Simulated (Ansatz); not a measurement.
# Ge2HF (singlet): the correlation ladder, cc-pVDZ

One table from this session's results is given with a row withheld; the runs are named, their logs left out.

The runs use Ansatz 0.2.0, Gaussian basis; cc-pVDZ, core rule «outside noble gas», up to 29 orbitals frozen.

To be run: UHF; CCSD(T) on RHF; CCSD(T) on UHF; BCCD(T) on RHF; CISD; CCSDT(Q) on RHF; CASSCF and MRCISD+Q, 8 electrons in 8 orbitals; CASSCF and NEVPT2, 8 electrons in 8 orbitals.

12 further runs of the same task are left out: 5 that didn't finish, 7 set aside as unsound or not needed. Runs told in other sessions of the task aren't counted.

**What is computed**

The geometry is a PBE0/def2-TZVP stationary point (not a proven minimum). No spin-orbit coupling is included. The filled d shell of Ge may be among the frozen orbitals whatever the setting's name suggests.

4 atoms, charge 0, spin multiplicity 1.

Atoms are counted from 1 here; the program's logs count them from 0.

Bond lengths: F1–Ge2 1.768 Å, Ge2–Ge3 2.676 Å, Ge3–H4 1.602 Å. Angles: F1–Ge2–Ge3 94.2°, Ge2–Ge3–H4 88.7°.

The first run:

in.yaml

```yaml
crystal:
  periodic: [false, false, false]
  atoms:
    - {symbol: F, position_ang: [0.000000, -1.270593, 1.599859]}
    - {symbol: Ge, position_ang: [0.000000, 0.428948, 1.113286]}
    - {symbol: Ge, position_ang: [0.000000, -0.116879, -1.506780]}
    - {symbol: H, position_ang: [0.000000, 1.458985, -1.797121]}
basis:
  gaussian: {orbitals: cc-pVDZ}
magnetization: {spin_polarized: true, initial_magnetization: 0}
hamiltonian: {xc: hf}
output: {orbitals: {seedname: orbitals}}
```

Started as:

```
$ ansatz run in.yaml --threads 1 --pin off --events-out ev --progress --plain --max-ram 2393MiB
```

Among the steps run: UHF; CCSD(T) on RHF; CCSD(T) on UHF; BCCD(T) on RHF; CISD; CCSDT(Q) on RHF; CASSCF and MRCISD+Q, 8 electrons in 8 orbitals; CASSCF and NEVPT2, 8 electrons in 8 orbitals.

One of the session's tables, all rows but one given; the rest of the session is left out.

It belongs to the step «Misses and costs». 

| method | from RCCSDT(Q) (meV) |
| --- | --- |
| RHF | +10283.2 |
| UHF | +9839.6 |
| RMP2 | ? |
| UMP2 | +1214.0 |
| RCCSD | +313.8 |
| UCCSD | +252.3 |
| RCCSD(T) | +65.7 |
| UCCSD(T) | +5.0 |
| BCCD(T) | +59.0 |
| RCCSDT | +29.4 |
| RCCSDT(Q) | 0 |
| CASSCF frontier | +6589.3 |
| MRCISD frontier | +794.0 |
| MRCISD+Q frontier | +114.8 |

Q: Estimate the row for RMP2 from the others.

As computed: from RCCSDT(Q) (meV): +1264.2. In the column «from RCCSDT(Q) (meV)» it lies between UMP2 (+1214.0) and CASSCF frontier (+6589.3).

Not comparable, so not listed: CISD; CASSCF and NEVPT2, 8 electrons in 8 orbitals (they don't share determinant, frozen orbitals or solution with the rows shown, or repeat one).

Caveats from the session: The determinant of HF (⟨S²⟩ 1.01) is far from a pure spin state, so its energy mixes those of several spin states; that is harmless only where they are near-degenerate. The determinant of CCSD(T) (⟨S²⟩ 1.01) is far from a pure spin state, so its energy mixes those of several spin states; high orders of coupled cluster remove much of that, low ones don't. Warnings: restricted reference is unstable; spin contamination. Restricted and unrestricted rows rest on different reference determinants; a gap between their highest levels can come from leftover correlation error, from unlike frozen cores or from another state. Warnings in the runs' records: passed over end.
